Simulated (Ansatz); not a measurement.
# C6H8Ge: small, medium and large basis sets

The task here is to estimate one member of a computed series from the others.

The runs use Ansatz 0.2.0, Gaussian basis; one geometry, several basis sets.

Levels to be run: PBE0-D4/def2-SVP; ωB97M-V/def2-SVP; PBE0-D4/def2-QZVPP; ωB97M-V/def2-QZVPP; the functionals' def2-TZVPP values are taken from earlier runs.

### The geometry

An earlier PBE0-D4 in a triple-zeta def2 set relaxation fixed the geometry.

SMILES `[GeH3][c]1ccccc1`, 15 atoms, charge 0, spin multiplicity 1.

Atoms are counted from 1 here; the program's logs count them from 0.

Bond lengths: Ge1–C2 1.945 Å, Ge1–H8 1.538 Å, Ge1–H9 1.538 Å, Ge1–H10 1.540 Å, C2–C3 1.393 Å, C2–C7 1.393 Å, C3–C4 1.387 Å, C3–H11 1.086 Å, C4–C5 1.387 Å, C4–H12 1.084 Å, C5–C6 1.387 Å, C5–H13 1.084 Å, C6–C7 1.387 Å, C6–H14 1.084 Å, C7–H15 1.086 Å. Angles: C2–Ge1–H8 109.6°, C2–Ge1–H9 109.6°, C2–Ge1–H10 110.8°, H8–Ge1–H9 109.9°, H8–Ge1–H10 108.5°, H9–Ge1–H10 108.5°, Ge1–C2–C3 120.7°, Ge1–C2–C7 120.7°, C3–C2–C7 118.6°, C2–C3–C4 120.8°, C2–C3–H11 120.1°, C4–C3–H11 119.1°, C3–C4–C5 120.0°, C3–C4–H12 119.9°, C5–C4–H12 120.1°, C4–C5–C6 119.8°, C4–C5–H13 120.1°, C6–C5–H13 120.1° and more.

Set-up of the first run:

in.yaml

```yaml
crystal:
  periodic: [false, false, false]
  atoms:
    - {symbol: Ge, position_ang: [-0.715539, 0.487074, 2.364832]}
    - {symbol: C, position_ang: [-0.155050, 0.116439, 0.539329]}
    - {symbol: C, position_ang: [0.812819, -0.850266, 0.274723]}
    - {symbol: C, position_ang: [1.198559, -1.130812, -1.027851]}
    - {symbol: C, position_ang: [0.620685, -0.444880, -2.085611]}
    - {symbol: C, position_ang: [-0.341559, 0.522267, -1.836475]}
    - {symbol: C, position_ang: [-0.724871, 0.800196, -0.532648]}
    - {symbol: H, position_ang: [-1.154544, 1.956319, 2.481354]}
    - {symbol: H, position_ang: [0.451711, 0.212847, 3.327780]}
    - {symbol: H, position_ang: [-1.900801, -0.409741, 2.766190]}
    - {symbol: H, position_ang: [1.278471, -1.391656, 1.092309]}
    - {symbol: H, position_ang: [1.954215, -1.885004, -1.217125]}
    - {symbol: H, position_ang: [0.922685, -0.661671, -3.103980]}
    - {symbol: H, position_ang: [-0.793425, 1.064182, -2.659757]}
    - {symbol: H, position_ang: [-1.475155, 1.564004, -0.353570]}
basis:
  gaussian: {orbitals: def2-SVP}
hamiltonian: {xc: pbe0, dispersion: d4}
output: {orbitals: {seedname: orbitals}}
```

Started as:

```sh
> ansatz run in.yaml --threads 2 --pin off --events-out ev --progress --plain --max-ram 32768MiB --backend cpu
```

Steps of the session up to this table: PBE0-D4 in def2-SVP; ωB97M-V in def2-SVP; PBE0-D4 in def2-QZVPP; ωB97M-V in def2-QZVPP.

One table of the session follows, with a row left open; its other results are not shown here.

It belongs to the step «Density functionals: the series». 

```
functional       basis  HOMO (eV)
   PBE0-D4    def2-SVP      -7.35
   PBE0-D4  def2-TZVPP      -7.36
   PBE0-D4  def2-QZVPP      -7.37
   ωB97M-V    def2-SVP      -9.39
   ωB97M-V  def2-TZVPP          ?
   ωB97M-V  def2-QZVPP      -9.43
```

Q: Estimate the row for ωB97M-V, def2-TZVPP from the others.

As computed: HOMO (eV): -9.42. In the column «HOMO (eV)» it lies between ωB97M-V, def2-QZVPP (-9.43) and ωB97M-V, def2-SVP (-9.39).
